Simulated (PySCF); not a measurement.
# ZnCl: from the state search to spectroscopic constants

The task here is to estimate one member of a computed series from the others.

Method: Zn def2-TZVPP, Cl def2-TZVPP, no relativity; program: PySCF 2.14.0.

The first run:

Settings of the job:

```json
{
 "atoms": "Zn, Cl",
 "charge": "0",
 "basis": "Zn def2-TZVPP, Cl def2-TZVPP",
 "Hamiltonian": "no relativity",
 "basis functions": "106",
 "electrons treated": "47",
 "masses in u": "63.9291, 34.9689",
 "levels": "PBE0, PBE, r²SCAN, r²SCANh, B3LYP, B97-3, M06, ωB97M-V, HF, MP2, SCS-MP2",
 "grid": "80 radial by 434 angular points",
 "occupations": "held fixed by the projection of orbital angular momentum",
 "dissociation limit": "Zn + Cl, each in its ground configuration",
 "starting distance in angstrom": "2.160",
 "values of 2S to try": "1, 3"
}
```

Launch:

```console
$ OMP_NUM_THREADS=2 python dia.py task.json out
```

Steps of the session up to this table: Input; The PBE0 curve of the state that the search chose; Excited determinants; PBE (GGA); r²SCAN (meta-GGA); r²SCANh (hybrid meta-GGA); B3LYP; B97-3 (global hybrid GGA); M06; ωB97M-V (range-separated hybrid); UHF.

One of the session's tables, all rows but one given; the rest of the session is left out.

Energy (eV) from each level's lowest point:

```
R (Å)    UHF  UHF-MP2  UHF-SCS-MP2    PBE  r²SCAN
1.863  1.042    0.740        0.820  0.843   0.759
1.949  0.486    0.299        0.350  0.377   0.315
2.036      ?        ?            ?      ?       ?
2.101  0.048    0.004        0.017  0.030   0.011
2.166  0.000    0.000        0.000  0.000   0.000
2.231  0.008    0.044        0.033  0.016   0.036
2.318  0.083    0.157        0.133  0.087   0.135
2.426  0.247    0.356        0.319  0.229   0.312
2.556  0.504    0.642        0.593  0.436   0.564
2.729  0.888    1.048        0.986  0.725   0.910
```

Estimate the missing values for R (Å) = 2.036.

Worked estimate for «UHF». A straight line through the neighbours (1.949, 0.486) and (2.101, 0.048) gives 0.486 + (0.048 − 0.486) × (2.036 − 1.949) / (2.101 − 1.949) = 0.235; a parabola fitted to 4 rows on both sides gives 0.158.

The run gave: UHF: 0.170; UHF-MP2: 0.073; UHF-SCS-MP2: 0.101; PBE: 0.123; r²SCAN: 0.084. In «UHF» the line misses by +0.065 and the parabola by -0.012.
